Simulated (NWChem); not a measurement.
**CH4GeO (SMILES C[O][GeH]): levels of theory compared**

We compute a comparison of 3 runs (HF/STO-3G, HF/3-21G, B3LYP/6-31G*) of CH4GeO. 

The calculation is run with NWChem 7.3.0.

### 1 Starting point

The species is CH4GeO (7 atoms), meant as a singlet with charge 0. As SMILES, `C[O][GeH]`. Geometry: relaxed at PBE0-D4/def2-TZVP. This is one conformer, not always the lowest.

Bond lengths: C1–O2 1.407 Å, O2–Ge3 1.774 Å, C1–H4 1.094 Å, C1–H5 1.096 Å, C1–H6 1.094 Å, Ge3–H7 1.619 Å. Angles: C1–O2–Ge3 127.8°, O2–C1–H4 109.5°, O2–C1–H5 111.7°, O2–C1–H6 109.4°, O2–Ge3–H7 95.3°, H4–C1–H5 109.0°, H4–C1–H6 108.1°, H5–C1–H6 109.0°.

### 2 Energy and gradient at HF/STO-3G (run 1)

m1.nw

```
echo
start m1
memory total 2200 mb
geometry units angstrom noautosym nocenter noautoz
  C     -0.420700     0.662700    -0.094800
  O     -0.623500    -0.712400    -0.309800
  Ge     0.521900    -2.037000    -0.026500
  H     -0.553400     1.202400    -1.037400
  H      0.582400     0.869000     0.296300
  H     -1.163900     1.033500     0.617600
  H      1.718500    -1.086300     0.509000
end
basis spherical bse
  * library STO-3G
end
scf
  thresh 1e-08
  maxiter 80
  print low
end
task scf gradient
```

Launch:

```bash
$ nwchem m1.nw > m1.out
```

What it wrote:

```text
[...]
  functions       =    32
[...]
  wavefunction    = RHF
[...]
         Total SCF energy =  -2165.284661595403
      One-electron energy =  -3387.547949589745
      Two-electron energy =   1047.459152604360
 Nuclear repulsion energy =    174.804135389982
        Time for solution =      2.1s
[...]
                         RHF ENERGY GRADIENTS
    atom               coordinates                        gradient
                 x          y          z           x          y          z
   1 C      -0.795008   1.252321  -0.179146   -0.008520   0.001838  -0.002941
   2 O      -1.178244  -1.346241  -0.585437   -0.028157   0.060931  -0.004060
   3 Ge      0.986248  -3.849372  -0.050078    0.003763  -0.072249  -0.006030
   4 H      -1.045774   2.272207  -1.960402   -0.001069  -0.004395  -0.000275
   5 H       1.100576   1.642172   0.559926    0.001510  -0.006919  -0.000139
   6 H      -2.199452   1.953032   1.167095   -0.000696  -0.004287  -0.001263
   7 H       3.247494  -2.052809   0.961871    0.033168   0.025082   0.014708
 Task  times  cpu:        2.9s     wall:        2.9s
 Total times  cpu:        2.9s     wall:        2.9s
```

Run time: 3.6 s. Hardware: 1 thread of Intel Xeon Platinum 8488C (Sapphire Rapids), shared host; peak memory 0.1 GiB.

### 3 Energy and forces at HF/3-21G (run 2)

mymol.nw

```
start mymol
title "CH4GeO hf"
memory stack 880 mb heap 220 mb global 1100 mb

geometry units angstroms noautosym nocenter noautoz
 C       -0.420700       0.662700      -0.094800
 O       -0.623500      -0.712400      -0.309800
 Ge       0.521900      -2.037000      -0.026500
 H       -0.553400       1.202400      -1.037400
 H        0.582400       0.869000       0.296300
 H       -1.163900       1.033500       0.617600
 H        1.718500      -1.086300       0.509000
end

basis spherical bse
 * library 3-21G
end

scf
 thresh 1e-08
 maxiter 80
end

task scf gradient
```

Launch:

```bash
$ nwchem mymol.nw > mymol.out
```

What it wrote:

```text
[...]
  functions       =    48
[...]
  wavefunction    = RHF
[...]
         Total SCF energy =  -2179.753583241858
      One-electron energy =  -3388.823683125508
      Two-electron energy =   1034.265964493668
 Nuclear repulsion energy =    174.804135389982
        Time for solution =      2.0s
[...]
                         RHF ENERGY GRADIENTS
    atom               coordinates                        gradient
                 x          y          z           x          y          z
   1 C      -0.795008   1.252321  -0.179146    0.004305  -0.022708  -0.000765
   2 O      -1.178244  -1.346241  -0.585437   -0.024316   0.037046  -0.005100
   3 Ge      0.986248  -3.849372  -0.050078    0.020645  -0.016026   0.005913
   4 H      -1.045774   2.272207  -1.960402   -0.001453   0.001693  -0.007101
   5 H       1.100576   1.642172   0.559926    0.006972  -0.001005   0.002482
   6 H      -2.199452   1.953032   1.167095   -0.005787   0.000499   0.004658
   7 H       3.247494  -2.052809   0.961871   -0.000366   0.000502  -0.000088
[...]
```

Run time: 3.6 s. Hardware: 1 thread of Intel Xeon Platinum 8488C (Sapphire Rapids), shared host; peak memory 0.098 GiB.

### 4 Energy and forces at B3LYP/6-31G(d) (Cartesian functions) (run 3)

mymol.nw

```
echo
start mymol
memory total 2200 mb

geometry units angstroms noautosym nocenter noautoz
  C    -0.420700    0.662700   -0.094800
  O    -0.623500   -0.712400   -0.309800
  Ge    0.521900   -2.037000   -0.026500
  H    -0.553400    1.202400   -1.037400
  H     0.582400    0.869000    0.296300
  H    -1.163900    1.033500    0.617600
  H     1.718500   -1.086300    0.509000
end

basis
  * library 6-31G*
end

dft
  xc b3lyp
  grid xfine
  convergence energy 1e-08
  iterations 100
  mulliken
end

task dft gradient
```

Launch:

```bash
$ nwchem mymol.nw > mymol.out
```

What it wrote:

```text
[...]
          Wavefunction type:  closed shell.
          No. of atoms     :     7
          No. of electrons :    50
[...]
          Charge           :     0
          Spin multiplicity:     1
[...]
          AO basis - number of functions:    73
[...]
              XC Information
              --------------
                         B3LYP Method XC Potential
                     Hartree-Fock (Exact) Exchange  0.200
                        Slater Exchange Functional  0.800 local
                    Becke 1988 Exchange Functional  0.720 non-local
              Lee-Yang-Parr Correlation Functional  0.810
                  VWN I RPA Correlation Functional  0.190 local
[...]
 d= 0,ls=0.0,diis     1  -2192.4203030753 -2.37D+03  1.97D-02  1.31D+00     2.8
[...]
 d= 0,ls=0.0,diis    11  -2192.4873853279 -7.30D-10  2.61D-07  4.05D-10    24.5
         Total DFT energy =    -2192.487385327900
      One electron energy =    -3399.271501764201
           Coulomb energy =     1126.513627053086
    Exchange-Corr. energy =      -94.533646006766
 Nuclear repulsion energy =      174.804135389982
[...]
      Total Density - Mulliken Population Analysis
     ---------------------------------------------
    Atom       Charge   Shell Charges
 -----------   ------   -------------------------------------------------------
    1 C    6     6.19   1.99  0.69  2.07  0.56  0.81  0.05
    2 O    8     8.51   1.99  0.90  2.90  0.95  1.74  0.02
    3 Ge  32    31.67   2.00  1.99  6.00  1.93  5.99  1.56  1.43  0.33  0.28  6.92  2.98  0.25
    4 H    1     0.85   0.53  0.31
    5 H    1     0.86   0.53  0.32
    6 H    1     0.85   0.53  0.31
    7 H    1     1.08   0.49  0.59
[...]
  wavefunction    = closed shell
                         DFT ENERGY GRADIENTS
    atom               coordinates                        gradient
                 x          y          z           x          y          z
   1 C      -0.795008   1.252321  -0.179146   -0.001857  -0.005476  -0.001255
   2 O      -1.178244  -1.346241  -0.585437    0.008901  -0.000322   0.003232
   3 Ge      0.986248  -3.849372  -0.050078   -0.004483   0.010541  -0.000559
   4 H      -1.045774   2.272207  -1.960402    0.000391  -0.001121   0.001782
   5 H       1.100576   1.642172   0.559926   -0.001412  -0.000853  -0.000596
   6 H      -2.199452   1.953032   1.167095    0.001522  -0.000810  -0.001278
   7 H       3.247494  -2.052809   0.961871   -0.003062  -0.001960  -0.001327
[...]
```

Run time: 32 s. Hardware: 1 thread of Intel Xeon Platinum 8488C (Sapphire Rapids), shared host; peak memory 0.14 GiB.

### 5 The series

```tsv
run	level	Cartesian functions	iteration cap	energy (Eh)	largest force (eV/Å)	wall time
1	HF/STO-3G	no	80	-2165.284662	3.733	3.6 s
2	HF/3-21G	no	80	-2179.753583	2.294	3.6 s
3	B3LYP/6-31G* (Cartesian functions)	yes	100	-2192.487385	0.590	32 s
```

### 6 Outcome

```
                       quantity           value
            run 3: total energy  -2192.48739 Eh
           run 3: dipole moment          1.24 D
             run 3: HOMO energy        -6.60 eV
             run 3: LUMO energy        -2.28 eV
           run 3: HOMO–LUMO gap         4.32 eV
run 3: largest force on an atom      0.590 eV/Å
```

**Reading.** In run 1 the basis is minimal, so the values are rough. All runs together took 40 s, the longest 32 s.
